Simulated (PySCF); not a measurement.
# [Eu(HCN)]2+: other functionals and bases at one geometry

How far do other levels of theory move the description of [Eu(HCN)]2+, and what does each cost? The structure is generated, not taken from experiment.

Computed with PySCF 2.14.0. Level: several levels, as the steps say, no spin–orbit coupling.

1 further run of the same task is left out (for a known fault of the program).

## Step 1: The starting structure

4 atoms, charge 2, spin multiplicity 1.

Bond lengths: Eu1–N2 2.515 Å, N2–C3 1.154 Å, C3–H4 1.094 Å. Angles: Eu1–N2–C3 180.0°, N2–C3–H4 180.0°.

As a file:

```xyz
4
charge 2, multiplicity 1
Eu    0.0000    0.0000   -0.3560
N     0.0000    0.0000    2.1586
C     0.0000    0.0000    3.3122
H     0.0000    0.0000    4.4065
```

Formal oxidation states: Eu +2. Each metal's 7 4f electrons lie in its core potential, so multiplicities, spins and levels count the valence alone. An earlier session relaxed this geometry at PBE0, Eu lcecp-0-SVP with ECP53, N def2-SVP, C def2-SVP, H def2-SVP (singlet, point group C∞v).

At PBE0 on the finer grid: E = -122.051466 Eh, frontier levels not given, since the 4f levels lie in the core, Mulliken charge on Eu1 +1.78 e, largest force component 0.002 eV/Å. 

Levels to run: PBE; revPBE; PBE0, TZVP. Hardware: 2 threads of Arm Neoverse V1, shared host.

## Step 2: PBE

Contents of run.py (the lines that set the calculation):

```python
mol = gto.M(atom='''
Eu     0.00000     0.00000    -0.35596
N      0.00000     0.00000     2.15858
C      0.00000     0.00000     3.31221
H      0.00000     0.00000     4.40649''',
    basis={'Eu': 'lcecp-0-SVP', 'N': 'def2-SVP', 'C': 'def2-SVP', 'H': 'def2-SVP'},
    ecp={'Eu': 'lcecp-0-SVP'},
    charge=2, spin=0)
mf = dft.RKS(mol, xc='PBE')
mf.grids.atom_grid = (75, 302)  # f atoms: unpruned, at least (60, 302)
mf = mf.density_fit()  # fitting sets: Eu AutoAux, N def2-universal-JKFIT, C def2-universal-JKFIT, H def2-universal-JKFIT
mf.conv_tol = 1e-08; mf.max_cycle = 55
mf.kernel(dm0)  # dm0: the density of the relaxed state
```

Launch:

```sh
$ OMP_NUM_THREADS=2 python run.py
```

## Step 3: revPBE

run.py (the lines that set the calculation), as its differences from that of step 2:

```diff
@@ -8,3 +8,3 @@
     charge=2, spin=0)
-mf = dft.RKS(mol, xc='PBE')
+mf = dft.RKS(mol, xc='PBE_R,PBE')
 mf.grids.atom_grid = (75, 302)  # f atoms: unpruned, at least (60, 302)
```

## Step 4: PBE0, TZVP

Basis: Eu lcecp-0-TZVP with ECP53, N def2-TZVP, C def2-TZVP, H def2-TZVP. 

Contents of run.py (the lines that set the calculation):

```python
mol = gto.M(atom='''
Eu     0.00000     0.00000    -0.35596
N      0.00000     0.00000     2.15858
C      0.00000     0.00000     3.31221
H      0.00000     0.00000     4.40649''',
    basis={'Eu': 'lcecp-0-TZVP', 'N': 'def2-TZVP', 'C': 'def2-TZVP', 'H': 'def2-TZVP'},
    ecp={'Eu': 'lcecp-0-TZVP'},
    charge=2, spin=0)
mf = dft.RKS(mol, xc='PBE0')
mf.grids.atom_grid = (75, 302)  # f atoms: unpruned, at least (60, 302)
mf = mf.density_fit()  # fitting sets: Eu AutoAux, N def2-universal-JKFIT, C def2-universal-JKFIT, H def2-universal-JKFIT
mf.conv_tol = 1e-08; mf.max_cycle = 55
mf.kernel(dm0)  # dm0: free metal ions and neutral atoms
```

Before running it: what results should come out? Wanted: for each run, charge on Eu1; dipole; largest force.

The runs gave:

| level | state | charge on Eu1 (e) | dipole (D) | largest force (eV/Å) | basis functions | time |
| --- | --- | --- | --- | --- | --- | --- |
| PBE0 (relaxed here) | singlet | 1.78 | 2.46 | 0.00 | 64 | 3.7 s |
| PBE | singlet | 1.74 | 2.52 | 1.51 | 64 | 1.9 s |
| revPBE | singlet | 1.75 | 2.49 | 1.68 | 64 | 1.9 s |
| PBE0, TZVP | singlet | 1.85 | 2.55 | 1.09 | 115 | 5.3 s |

Times are on 2 threads of Arm Neoverse V1, shared host; the first row also made further properties. The dipole of a charged species depends on the origin, so these sizes hold for this origin alone.

The largest leftover force, 1.68 eV/Å with revPBE, stands at a geometry relaxed at another level. The Mulliken charge on Eu spans +1.74 to +1.85 e over the levels. With 4f in the core, its levels are missing from HOMO and gap. Total energies of different levels can't be compared. Spin–orbit coupling is left out throughout.
